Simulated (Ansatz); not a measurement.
# Zn: the cost of one run

Computed with Ansatz 0.2.0 (DFT PBEsol, scalar-relativistic, unless a step's input says otherwise).

### Step 1. The starting structure

Symmetry: P6_3/mmc, No. 194, hexagonal system. The conventional cell has a = 2.665 Å, b = 2.665 Å, c = 4.947 Å, α = 90.00°, β = 90.00°, γ = 120.00°. Around Zn (site symmetry -6m2) lie 12 Zn at 2.66 to 2.91 Å.

Structure file:

```
Zn
1.0
     2.66480    0.00000    0.00000
    -1.33240    2.30778    0.00000
     0.00000    0.00000    4.94670
Zn
2
Direct
  0.33333 0.66667 0.25000
  0.66667 0.33333 0.75000
```

Atoms are numbered in the order of the input: Zn1, Zn2.

### Step 2. After the deformation

Space group P6_3/mmc before, P6_3/mmc after.

### Step 3. LAPW, all electrons

Contents of input.yaml:

```yaml
crystal:
  lattice:
    - [2.6381500727, 0.0, 0.0]
    - [-1.3190750363, 2.2847049819, 0.0]
    - [0.0, 0.0, 4.9467]
  atoms:
    - { symbol: Zn, position: [0.3333333333, 0.6666666667, 0.25] }
    - { symbol: Zn, position: [0.6666666667, 0.3333333333, 0.75] }
kpoints:
  mp_grid: { grid: [18, 18, 8] }
  band_path:
    path:
      - [0.0, 0.0, 0.0]
      - [0.5, 0.0, 0.0]
      - [0.3333333333, 0.3333333333, 0.0]
      - [0.0, 0.0, 0.0]
      - [0.0, 0.0, 0.5]
      - [0.5, 0.0, 0.5]
      - [0.3333333333, 0.3333333333, 0.5]
      - [0.0, 0.0, 0.5]
      - [0.5, 0.0, 0.5]
    npoints: 5
scf:
  occupations: { method: fermi_dirac, width: 0.03 }
hamiltonian:
  xc: pbesol
  pseudopotentials: { kind: all_electron, lapw: { basis_error: 0.00025 } }
output:
  forces: true
  stress: true
  eigenvalues: true
```

Started as:

```bash
$ ansatz run input.yaml --threads 1 --pin off --max-ram 3072MiB --backend cpu --events-out ev --progress --plain --runs-dir out
```

What time and memory should one allow on 1 thread of Arm Neoverse V2, shared host?

About 44 s, with a peak of 0.61 GiB.
